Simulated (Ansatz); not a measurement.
# BaB2Rh2: the cost of one run

Program: Ansatz 0.2.0. Level of theory: DFT PBEsol, scalar-relativistic, plane waves, PAW. These are calculated values, not measurements.

1 further run of the same task is left out (set aside as unsound or not needed). Runs told in other sessions of the task aren't counted.

### Step 1. The system as given

Symmetry: I4/mmm, No. 139, tetragonal system. The conventional cell has a = 3.882 Å, b = 3.882 Å, c = 11.257 Å, α = 90.00°, β = 90.00°, γ = 90.00°. Ba (site symmetry 4/mmm) has 10 B at 3.42 to 3.60 Å and 8 Rh at 3.42 Å and 4 Ba at 3.88 Å in its first shell of neighbours. B (site symmetry 4mm) is surrounded by 4 Rh at 2.09 Å. Rh (site symmetry -4m2) has 4 B at 2.09 Å in its first shell of neighbours.

Coordinates:

```
Ba B Rh
1.0
    -1.94096    1.94096    5.62855
     1.94096   -1.94096    5.62855
     1.94096    1.94096   -5.62855
Ba B Rh
1 2 2
Direct
  0.00000 0.00000 0.00000
  0.31946 0.31946 0.00000
  0.68054 0.68054 0.00000
  0.75000 0.25000 0.50000
  0.25000 0.75000 0.50000
```

It is the result of an earlier relaxation at this level (volume 16.96 Å³/atom; gap on the mesh: none (metal)).

### Step 2. The cell scaled to 0.97 of its volume

File input.yaml:

```yaml
crystal:
  lattice:
    - [-1.92135061, 1.92135061, 5.5716927497]
    - [1.92135061, -1.92135061, 5.5716927497]
    - [1.92135061, 1.92135061, -5.5716927497]
  atoms:
    - { symbol: Ba, position: [0.0, 0.0, 0.0] }
    - { symbol: B, position: [0.3194613685, 0.3194613685, 0.0] }
    - { symbol: B, position: [0.6805386315, 0.6805386315, 0.0] }
    - { symbol: Rh, position: [0.75, 0.25, 0.5] }
    - { symbol: Rh, position: [0.25, 0.75, 0.5] }
basis:
  ecutwfc: 420
kpoints:
  mp_grid: { grid: [12, 12, 12] }
hamiltonian:
  xc: pbesol
scf:
  occupations: { method: gaussian, width: 0.1 }
output:
  forces: true
  stress: true
  eigenvalues: true
relax:
  adjacent_minimum: "off"
  f_tol: 0.01
  max_steps: 30
  cell: { stress_tol: 0.1, fix: [volume] }
```

On the command line:

```bash
$ ansatz run input.yaml --threads 1 --pin off --max-ram 2560MiB --backend cpu --events-out ev --progress --plain --runs-dir out
```

Q: Estimate wall time and peak memory on 1 thread of Arm Neoverse V1, shared host.

About 1.9 min, with a peak of 0.58 GiB.
